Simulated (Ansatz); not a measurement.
# C2H6AlN: the cost of one run

Method: RKS PBE0-D4/6-31G*, in Ansatz 0.2.0.

## Step 1: Starting point

Bond lengths: C1–Al2 1.924 Å, Al2–C3 1.935 Å, C3–N4 1.313 Å, C1–H5 1.136 Å, C1–H6 1.125 Å, C1–H7 1.118 Å, Al2–H8 1.578 Å, C3–H9 1.103 Å, N4–H10 0.985 Å. Angles: C1–Al2–C3 119.2°, C1–Al2–H8 121.5°, C3–Al2–H8 119.3°, Al2–C1–H5 112.2°, Al2–C1–H6 113.7°, Al2–C1–H7 111.6°, H5–C1–H6 106.9°, H5–C1–H7 104.8°, H6–C1–H7 107.1°, Al2–C3–N4 124.3°, Al2–C3–H9 122.7°, N4–C3–H9 113.0°, C3–N4–H10 125.9°.

Coordinates:

```xyz
10

C    -1.5566    0.5945   -0.5152
Al   -0.2088   -0.7789   -0.5178
C     1.4137   -0.5107    0.5024
N     1.6915    0.5809    1.1769
H    -1.1754    1.5708   -0.9532
H    -1.9596    0.8306    0.5081
H    -2.4293    0.3157   -1.1558
H    -0.3850   -2.1056   -1.3530
H     2.2117   -1.2693    0.5616
H     2.4810    0.7208    1.7490
```

## Step 2: End point A

File input.yaml:

```yaml
crystal:
  periodic: [false, false, false]
  atoms:
    - { symbol: C, position_ang: [-1.5566, 0.5945, -0.5152] }
    - { symbol: Al, position_ang: [-0.2088, -0.7789, -0.5178] }
    - { symbol: C, position_ang: [1.4137, -0.5107, 0.5024] }
    - { symbol: "N", position_ang: [1.6915, 0.5809, 1.1769] }
    - { symbol: H, position_ang: [-1.1754, 1.5708, -0.9532] }
    - { symbol: H, position_ang: [-1.9596, 0.8306, 0.5081] }
    - { symbol: H, position_ang: [-2.4293, 0.3157, -1.1558] }
    - { symbol: H, position_ang: [-0.385, -2.1056, -1.353] }
    - { symbol: H, position_ang: [2.2117, -1.2693, 0.5616] }
    - { symbol: H, position_ang: [2.481, 0.7208, 1.749] }
basis:
  gaussian: { orbitals: "6-31G*" }
hamiltonian:
  xc: pbe0
  dispersion: d4
relax:
  f_tol: 0.02
  max_steps: 50
```

Run with:

```console
> ansatz run input.yaml --threads 1 --pin off --max-ram 2048MiB --backend cpu --events-out ev --progress --plain --runs-dir out
```

Q: Estimate wall time and peak memory on 1 thread of Arm Neoverse V1, shared host.

About 1.9 min, with a peak of 0.14 GiB.
